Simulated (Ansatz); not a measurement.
# C2H6O2SSi: a nudged elastic band in two tries

Wanted: a band of images between two relaxed ends, and a check that the input is sound. SMILES of the start: C=C[Si](O)(O)S.

Method: RKS B3LYP-D4/STO-3G, in Ansatz 0.2.0.

## (1) Starting point

Bond lengths: C1–C2 1.337 Å, C2–Si3 1.875 Å, Si3–O4 1.713 Å, Si3–O5 1.711 Å, Si3–S6 2.132 Å, C1–H7 1.100 Å, C1–H8 1.099 Å, C2–H9 1.099 Å, O4–H10 1.022 Å, O5–H11 1.023 Å, S6–H12 1.359 Å. Angles (14 of 15 angles, heavy atoms first): C1–C2–Si3 123.4°, C2–Si3–O4 109.4°, C2–Si3–O5 114.0°, C2–Si3–S6 107.2°, O4–Si3–O5 103.6°, O4–Si3–S6 116.2°, O5–Si3–S6 106.7°, C1–C2–H9 118.1°, Si3–C2–H9 118.5°, C2–C1–H7 122.0°, C2–C1–H8 123.0°, Si3–O4–H10 105.1°, Si3–O5–H11 103.9°, Si3–S6–H12 93.3°.

Structure file:

```xyz
12

C     0.1006   -1.7849    1.0699
C    -0.5610   -0.6353    0.9014
Si   -0.0929    0.6455   -0.3856
O     1.4879    0.3212   -0.9610
O    -1.0535    0.5937   -1.8001
S    -0.3988    2.5632    0.4933
H     0.9785   -2.0466    0.4614
H    -0.1839   -2.5349    1.8206
H    -1.4301   -0.4382    1.5452
H     2.0666    0.2470   -0.1220
H    -0.6848   -0.2075   -2.3191
H    -0.1518    3.2217   -0.6701
```

## (2) First attempt

input.yaml reads:

```yaml
crystal:
  periodic: [false, false, false]
  atoms:
    - { symbol: C, position_ang: [0.100601, -1.784907, 1.069913] }
    - { symbol: C, position_ang: [-0.561038, -0.635342, 0.901433] }
    - { symbol: Si, position_ang: [-0.092862, 0.645548, -0.385583] }
    - { symbol: O, position_ang: [1.487888, 0.32118, -0.961039] }
    - { symbol: O, position_ang: [-1.053474, 0.593697, -1.800106] }
    - { symbol: S, position_ang: [-0.398756, 2.563227, 0.493309] }
    - { symbol: H, position_ang: [0.978527, -2.046564, 0.461409] }
    - { symbol: H, position_ang: [-0.183852, -2.534907, 1.820616] }
    - { symbol: H, position_ang: [-1.430083, -0.438179, 1.545243] }
    - { symbol: H, position_ang: [2.066648, 0.246972, -0.12204] }
    - { symbol: H, position_ang: [-0.684758, -0.207506, -2.319121] }
    - { symbol: H, position_ang: [-0.151839, 3.221681, -0.670135] }
basis:
  gaussian: { orbitals: STO-3G }
hamiltonian:
  xc: b3lyp
  dispersion: d4
neb:
  order_check: false
  images: 5
  f_tol: 0.05
  max_iterations: 8
  initial_path: idpp
  final_atoms:
    - { symbol: C, position_ang: [-0.14339833, -1.26728045, 1.74593442] }
    - { symbol: C, position_ang: [-0.3211529, -1.20993679, 0.42182614] }
    - { symbol: Si, position_ang: [-0.06982282, 0.32895043, -0.60212238] }
    - { symbol: O, position_ang: [1.35737497, 0.31656896, -1.55450336] }
    - { symbol: O, position_ang: [-1.31954059, 0.34419354, -1.76362718] }
    - { symbol: S, position_ang: [-0.0627373, 1.9835665, 0.76419361] }
    - { symbol: H, position_ang: [0.15325771, -0.38758912, 2.33506149] }
    - { symbol: H, position_ang: [-0.28809492, -2.18923213, 2.32558292] }
    - { symbol: H, position_ang: [-0.62099957, -2.12910061, -0.10144835] }
    - { symbol: H, position_ang: [2.1251723, 0.23898368, -0.88370197] }
    - { symbol: H, position_ang: [-1.01937866, 1.03458798, -2.45652205] }
```

On the command line:

```sh
> ansatz run input.yaml --threads 1 --pin off --max-ram 2048MiB --backend cpu --events-out ev --progress --plain --runs-dir out
```

**Question.** What will these runs give? Wanted: first try.

As calculated:

| quantity | value |
| --- | --- |
| first try | refused |
| cause | the second end lists one atom fewer than the first |

What this shows: The fault in the first input was caught at the input check and cost nothing.
